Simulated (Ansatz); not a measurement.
# CH₉AsBGaSi: vertical ionisation energy

One table from this session's results is given with a row withheld; the runs are named, their logs left out.

The runs use Ansatz 0.2.0, Gaussian basis; unrestricted cation, the program's frozen cores in correlated methods.

Levels to be run: UKS PBE-D4/def2-TZVPP; UKS r2SCAN-D4/def2-TZVPP; UKS PBE0-D4/def2-TZVPP; UKS B3LYP-D4/def2-TZVPP; UKS wB97X-V/def2-TZVPP; UKS wB97M-V/def2-TZVPP; UKS B2PLYP/def2-TZVPP; UHF-CCSD(T)/def2-TZVPP; UHF-MP2/def2-QZVPP; extrapolation to the limit; then −ε(HOMO) from the neutral's earlier runs with LDA (SPW92), PBE-D4, revPBE-D4, BLYP-D4, r2SCAN-D4, B97M-V, PBE0-D4, B3LYP-D4, r2SCANh-D4, r2SCAN0-D4, HSE06-D4, BHLYP-D4, CAM-B3LYP-D4, LC-ωPBE, ωB97X-V, ωB97M-V.

## Structure used throughout

The geometry comes from an earlier relaxation with PBE0-D4 in a triple-zeta def2 set; it is a stationary point, not always the lowest conformer.

14 atoms, charge 0, spin multiplicity 1.

Atoms are counted from 1 here; the program's logs count them from 0.

Bond lengths: C1–Si2 1.865 Å, C1–H6 1.094 Å, C1–H7 1.092 Å, C1–H8 1.091 Å, Si2–Ga3 2.709 Å, Si2–B4 1.865 Å, Si2–H9 1.488 Å, Ga3–B4 2.222 Å, Ga3–As5 2.838 Å, Ga3–H10 1.570 Å, Ga3–H11 1.564 Å, B4–As5 2.051 Å, B4–H12 1.194 Å, As5–H13 1.522 Å, As5–H14 1.548 Å. Angles: Si2–C1–H6 109.6°, Si2–C1–H7 111.2°, Si2–C1–H8 111.1°, H6–C1–H7 107.8°, H6–C1–H8 108.4°, H7–C1–H8 108.7°, C1–Si2–Ga3 101.4°, C1–Si2–B4 127.4°, C1–Si2–H9 111.0°, Ga3–Si2–B4 54.4°, Ga3–Si2–H9 116.9°, B4–Si2–H9 121.6°, Si2–Ga3–B4 43.0°, Si2–Ga3–As5 76.6°, Si2–Ga3–H10 96.8°, Si2–Ga3–H11 135.8°, B4–Ga3–As5 45.9°, B4–Ga3–H10 126.9° and more.

Geometry (Å):

```xyz
14

C    -0.95406    1.44057    1.27392
Si   -0.73442   -0.40588    1.12653
Ga    1.56399   -0.55724   -0.29851
B    -0.48922   -1.39693   -0.43391
As   -0.44820   -0.54450   -2.29944
H    -1.97422    1.66434    1.59957
H    -0.26772    1.86196    2.01118
H    -0.78345    1.93327    0.31560
H    -0.73992   -1.05194    2.46746
H     1.95772    0.95815   -0.17947
H     2.60290   -1.67651   -0.63411
H    -0.38578   -2.58581   -0.40785
H    -0.41828    0.93457   -1.94205
H     1.07065   -0.57405   -2.59893
```

The first run:

Contents of in.yaml:

```yaml
crystal:
  periodic: [false, false, false]
  atoms:
    - {symbol: C, position_ang: [-0.954058, 1.440570, 1.273917]}
    - {symbol: Si, position_ang: [-0.734418, -0.405885, 1.126530]}
    - {symbol: Ga, position_ang: [1.563988, -0.557245, -0.298510]}
    - {symbol: B, position_ang: [-0.489223, -1.396930, -0.433907]}
    - {symbol: As, position_ang: [-0.448203, -0.544504, -2.299437]}
    - {symbol: H, position_ang: [-1.974218, 1.664344, 1.599568]}
    - {symbol: H, position_ang: [-0.267716, 1.861959, 2.011179]}
    - {symbol: H, position_ang: [-0.783450, 1.933274, 0.315597]}
    - {symbol: H, position_ang: [-0.739923, -1.051939, 2.467463]}
    - {symbol: H, position_ang: [1.957722, 0.958153, -0.179466]}
    - {symbol: H, position_ang: [2.602899, -1.676511, -0.634106]}
    - {symbol: H, position_ang: [-0.385778, -2.585810, -0.407854]}
    - {symbol: H, position_ang: [-0.418282, 0.934574, -1.942046]}
    - {symbol: H, position_ang: [1.070648, -0.574051, -2.598930]}
basis:
  gaussian: {orbitals: def2-TZVPP}
total_charge: 1
magnetization: {spin_polarized: true, initial_magnetization: 1}
hamiltonian: {xc: pbe, dispersion: d4}
```

Started as:

```console
$ ansatz run in.yaml --threads 2 --pin off --events-out ev --progress --plain --max-ram 32768MiB --backend cuda --devices 0, --max-vram 18GiB
```

Among the steps run: Cation, UKS PBE-D4/def2-TZVPP; Cation, UKS r2SCAN-D4/def2-TZVPP; Cation, UKS PBE0-D4/def2-TZVPP; Cation, UKS B3LYP-D4/def2-TZVPP; Cation, UKS wB97X-V/def2-TZVPP; Cation, UKS wB97M-V/def2-TZVPP; Cation, UKS B2PLYP (frozen core)/def2-TZVPP; Cation, UHF-CCSD(T)/def2-TZVPP; Cation, UHF-MP2/def2-QZVPP.

One table of the session follows, with a row left open; its other results are not shown here.

For comparison, −ε(HOMO) of the neutral from earlier runs:

| functional | −ε(HOMO) (eV) |
| --- | --- |
| LDA (SPW92) | 5.89 |
| PBE-D4 | 5.75 |
| revPBE-D4 | 5.70 |
| BLYP-D4 | 5.57 |
| r2SCAN-D4 | 5.94 |
| B97M-V | 5.97 |
| PBE0-D4 | 6.62 |
| B3LYP-D4 | 6.42 |
| r2SCANh-D4 | 6.26 |
| r2SCAN0-D4 | 6.75 |
| HSE06-D4 | 6.24 |
| BHLYP-D4 | 7.32 |
| CAM-B3LYP-D4 | 7.71 |
| LC-ωPBE | 8.90 |
| ωB97X-V | 8.63 |
| ωB97M-V | ? |

Estimate the missing values for ωB97M-V.

**Answer.** −ε(HOMO) (eV): 8.49. In the column «−ε(HOMO) (eV)» it lies between CAM-B3LYP-D4 (7.71) and ωB97X-V (8.63).
